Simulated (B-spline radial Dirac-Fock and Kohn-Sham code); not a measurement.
# Inner shells of Au¹⁹⁺

Aim: for Au¹⁹⁺, compute its X-ray form factor and Compton profile and the binding energy of each subshell.

The numbers are computed with B-spline radial Dirac-Fock and Kohn-Sham code (version 2): a free atom or ion on a radial basis; each step names its model.

**1. What is computed**

Gold as Au¹⁹⁺ in the configuration [Kr] 4d10 4f12 5s2.

- nuclear charge: 79
- electrons: 60
- mass number: 197
- nuclear rms radius: 5.4371 fm

Outer shells as boxes (Hund's rule, for the drawing alone; heavy ions are jj-coupled, and the calculation averages over the configuration):

```
[Kr] core
4d [↑↓][↑↓][↑↓][↑↓][↑↓]
4f [↑↓][↑↓][↑↓][↑↓][↑↓][↑ ][↑ ]
5s [↑↓]
```

**2. X-ray scattering functions**

Model: Dirac-Fock average of configuration, finite nucleus; form factor of the spherical density, Waller-Hartree incoherent function, impulse-approximation Compton profiles.

The run's settings:

```ini
task = scatter
Z = 79
charge = 19
configuration = 1s2 2s2 2p6 3s2 3p6 3d10 4s2 4p6 4d10 4f12 5s2
mass_number = 197
rms_radius = 5.4371  # fm
s = [0.0, 0.05, 0.1, 0.15, 0.2, 0.25, 0.3, 0.35, 0.4, 0.45, 0.5, 0.6, 0.7, 0.8, 0.9, 1.0, 1.1, 1.2, 1.4, 1.6, 1.8, 2.0, 2.5, 3.0, 3.5, 4.0, 5.0, 6.0]  # 1/A
pz = [0, 0.1, 0.14, 0.19, 0.26, 0.35, 0.49, 0.67, 0.91, 1.3, 1.7, 2.4, 3.2, 4.4, 6.1, 8.4, 11.0, 16.0, 22.0, 30.0, 41.0]  # a.u.
photon_energy = [1000, 2000, 5000, 8047.8, 17479.3, 20000, 100000, 1000000]  # eV
```

The program writes no log. Results of the run, from its result record (rounded, main fields):

```text
{
  "status": "converged",
  "form_factor [e]": [60.0, 59.834, 59.342, 58.537, 57.444, 56.093, 54.52, 52.766, 50.87, 48.873, 46.815, 42.648, 38.6, 34.828, 31.423, 28.423, 25.831, 23.623, 20.21, 17.828, 16.125, 14.81, 12.151, 9.7886, 7.8499, 6.476, 5.0102, 4.2419],
  "incoherent": [1.6876e-11, 0.1555, 0.61014, 1.3306, 2.2678, 3.3655, 4.5681, 5.8278, 7.1082, 8.3857, 9.6474, 12.109, 14.49, 16.789, 18.986, 21.061, 23.005, 24.825, 28.169, 31.208, 33.974, 36.444, 41.289, 44.65, 47.132, 49.083, 51.966, 53.953],
  "compton_total [1/a.u.]": [3.8297, 3.8269, 3.8242, 3.8195, 3.8108, 3.7957, 3.7646, 3.7126, 3.6281, 3.4747, 3.3242, 3.1122, 2.8948, 2.4625, 1.7713, 1.119, 0.72566, 0.37165, 0.19077, 0.090642, 0.0394],
  "shells": ["1s1/2", "2s1/2", "2p1/2", "2p3/2", "3s1/2", "3p1/2", "3p3/2", "3d3/2", "3d5/2", "4s1/2", "4p1/2", "4p3/2", "4d3/2", "4d5/2", "4f5/2", "4f7/2", "5s1/2"],
  "occupation": [2.0, 2.0, 2.0, 4.0, 2.0, 2.0, 4.0, 4.0, 6.0, 2.0, 2.0, 4.0, 4.0, 6.0, 5.1429, 6.8571, 2.0],
  "mean_momentum [a.u.]": [85.243, 30.438, 39.976, 34.621, 15.342, 18.293, 16.691, 20.074, 19.529, 8.0547, 9.0363, 8.3843, 9.3553, 9.1337, 9.7366, 9.6313, 4.2749],
  "r2 [bohr^2]": 9.0236,
  "r_inverse [1/bohr]": 589.28,
  "r1 [bohr]": 18.656,
  "coherent [b]": [2377.7, 2327.7, 2029.3, 1636.5, 799.91, 681.7, 64.03, 0.89715],
  "incoherent_cross_section [b]": [0.13315, 0.51185, 2.5683, 5.0299, 11.56, 12.935, 23.814, 12.515],
  "radial_jk": {
    "4f": {"j0": [1.0, 0.9955, 0.98213, 0.96028, 0.93054, 0.89372, 0.8508, 0.80284, 0.75099, 0.6964, 0.6402, 0.5271, 0.41887, 0.32068, 0.23553, 0.16458, 0.10758, 0.063337, 0.0062331, -0.021061, -0.030638, -0.030872, -0.018915, -0.0082874, -0.0027827, -0.0005239, 0.00036738, 0.00024047], "j2": [0.0, 0.0017976, 0.0071171, 0.015743, 0.027332, 0.041431, 0.057507, 0.074976, 0.093233, 0.11168, 0.12976, 0.16287, 0.18949, 0.20788, 0.21764, 0.21933, 0.2142, 0.20377, 0.17318, 0.13797, 0.10468, 0.076371, 0.030041, 0.0093207, 0.00157, -0.00075688, -0.00094885, -0.00044493], "j4": [0.0, 1.3671e-06, 2.1648e-05, 0.00010773, 0.00033244, 0.0007872, 0.001573, 0.0027905, 0.0045305, 0.0068657, 0.009844, 0.017776, 0.028122, 0.040262, 0.053314, 0.066315, 0.078389, 0.08885, 0.10338, 0.10894, 0.10692, 0.099637, 0.072015, 0.045863, 0.027252, 0.01557, 0.0048136, 0.001453], "j6": [0.0, 7.2522e-10, 4.5906e-08, 5.1341e-07, 2.812e-06, 1.0383e-05, 2.9801e-05, 7.1744e-05, 0.00015162, 0.00028968, 0.00051058, 0.0013146, 0.0027984, 0.005165, 0.008531, 0.012894, 0.01813, 0.024017, 0.036597, 0.048366, 0.05766, 0.063714, 0.06568, 0.056098, 0.043201, 0.031333, 0.015069, 0.0069524], "r2": 0.24474, "r4": 0.10607, "r6": 0.072803}
  }
}
```

Form factor and incoherent function, every second point:

```csv
s (1/Å),f (e),f / N,S(s)
0,60.00,1.000,0
0.100,59.34,0.989,0.6101
0.200,57.44,0.957,2.268
0.300,54.52,0.909,4.568
0.400,50.87,0.848,7.108
0.500,46.81,0.780,9.647
0.700,38.60,0.643,14.49
0.900,31.42,0.524,18.99
1.10,25.83,0.431,23.00
1.40,20.21,0.337,28.17
1.80,16.12,0.269,33.97
2.50,12.15,0.203,41.29
3.50,7.850,0.131,47.13
5.00,5.010,0.084,51.97
```

**3. Binding energies**

Model: Dirac-Fock average of configuration, Delta-SCF, finite nucleus, first-order Breit with its frequency dependence, self-energy and vacuum polarisation.

Recorded inputs:

```ini
task = binding
```

The program writes no log. Results of the run, from its result record (rounded, main fields):

```text
{
  "status": "converged",
  "shells": ["K", "L1", "L2", "L3", "M1", "M2", "M3", "M4", "M5", "N1", "N2", "N3", "N4", "N5", "N6,7", "O1"],
  "total_energy_parts [Ha]": [-18899.0022, 24.150618, -2.55620013, -0.463969768, 18.0793929, -3.50387363],
  "koopmans [eV]": [81736.7, 14957.8, 14334.8, 12495.6, 3955.38, 3676.64, 3264.6, 2809.47, 2721.75, 1246.69, 1125.54, 1023.08, 825.845, 806.219, 551.995, 511.566],
  "dirac_coulomb [eV]": [81656.0, 14913.7, 14286.0, 12450.4, 3934.69, 3654.81, 3244.68, 2786.7, 2699.65, 1241.52, 1120.33, 1018.73, 821.453, 802.103, 547.78, 511.124],
  "gaunt [eV]": [-314.061, -35.4827, -60.7476, -41.0417, -6.69927, -11.6337, -7.56495, -5.20225, -3.61399, -1.60472, -2.71153, -1.67899, -0.938252, -0.58381, 0.0368955, -0.455503],
  "retardation [eV]": [23.4685, 3.0675, 6.44986, 6.45271, 0.58739, 1.21869, 1.22767, 0.542395, 0.527569, 0.164093, 0.307698, 0.300444, 0.111709, 0.109472, -0.00806656, 0.0501293],
  "breit_frequency [eV]": [5.66254, -0.475085, -0.0698739, 2.52396, -0.123189, -0.147056, 0.517233, -0.0479152, 0.00859796, -0.0309142, -0.0420983, 0.127643, -0.0130128, 0.000753965, -0.0056605, -0.00860884],
  "self_energy [eV]": [-188.808, -28.1132, -0.723831, -2.24488, -6.5162, -0.3023, -0.562239, 0.465584, 0.22945, -1.6454, -0.0485767, -0.113962, 0.124743, 0.0716465, 0.0854261, -0.438738],
  "vacuum_polarisation [eV]": [38.5883, 5.41997, 0.323113, -0.188536, 1.22601, 0.0770439, -0.0556261, -0.0612907, -0.0581773, 0.310096, 0.0156015, -0.0182372, -0.0182214, -0.0173842, -0.012953, 0.0827642],
  "binding [eV]": [81220.9, 14858.1, 14231.2, 12415.9, 3923.17, 3644.02, 3238.24, 2782.4, 2696.75, 1238.72, 1117.85, 1017.35, 820.72, 801.684, 547.875, 510.354],
  "mean_radius [bohr]": [0.016867, 0.0704138, 0.0580514, 0.0665589, 0.182797, 0.173384, 0.18884, 0.164718, 0.169445, 0.403149, 0.405816, 0.436113, 0.440218, 0.450161, 0.459053, 0.824348]
}
```

total_energy_parts: Dirac-Coulomb, Gaunt, retardation, frequency dependence, self-energy, vacuum polarisation. 

Each level as Koopmans' value plus corrections (eV):

```csv
level,-ε,relaxation,Breit,QED,binding
1s,81736.7,-80.69,-284.93,-150.22,81220.9
2s,14957.8,-44.08,-32.89,-22.69,14858.1
2p1/2,14334.8,-48.84,-54.37,-0.40,14231.2
2p3/2,12495.6,-45.15,-32.07,-2.43,12415.9
3s,3955.4,-20.68,-6.24,-5.29,3923.2
3p1/2,3676.6,-21.83,-10.56,-0.23,3644.0
3p3/2,3264.6,-19.93,-5.82,-0.62,3238.2
3d3/2,2809.5,-22.77,-4.71,0.40,2782.4
3d5/2,2721.7,-22.09,-3.08,0.17,2696.7
4s,1246.7,-5.17,-1.47,-1.34,1238.7
4p1/2,1125.5,-5.21,-2.45,-0.03,1117.9
4p3/2,1023.1,-4.35,-1.25,-0.13,1017.3
4d3/2,825.8,-4.39,-0.84,0.11,820.7
4d5/2,806.2,-4.12,-0.47,0.05,801.7
4f,552.0,-4.22,0.02,0.07,547.9
5s,511.6,-0.44,-0.41,-0.36,510.4
```

X-ray lines as differences of these levels:

```csv
line,energy (eV)
Kβ2' (K-N3),80203.6
Kβ2'' (K-N2),80103.0
Kβ1 (K-M3),77982.7
Kβ3 (K-M2),77576.9
Kα1 (K-L3),68805.0
Kα2 (K-L2),66989.7
Lγ3 (L1-N3),13840.8
Lγ2 (L1-N2),13740.3
Lγ1 (L2-N4),13410.5
Lγ5 (L2-N1),12992.5
Lβ7 (L3-O1),11905.6
Lβ3 (L1-M3),11619.9
Lβ2 (L3-N5),11614.2
Lβ15 (L3-N4),11595.2
```

**4. Summary of results**

```
                        quantity         value
rms radius of the electron cloud    0.388 bohr
           form factor halves at      0.95 1/Å
         Compton profile at zero  3.830 1/a.u.
    deepest level listed, K (1s)    81220.9 eV
            least bound, O1 (5s)      510.4 eV
                             Kα1    68805.0 eV
```

What this shows: f falls from 60 to half of that at s = 0.95 1/Å. Incoherent scattering outweighs coherent from 1000 keV on, among the energies asked. The K (1s) level lies 80.7 eV under Koopmans' value by relaxation alone; Breit gives -284.93 and QED -150.22 eV. The Hartree-Fock and Dirac-Fock values hold no electron correlation.
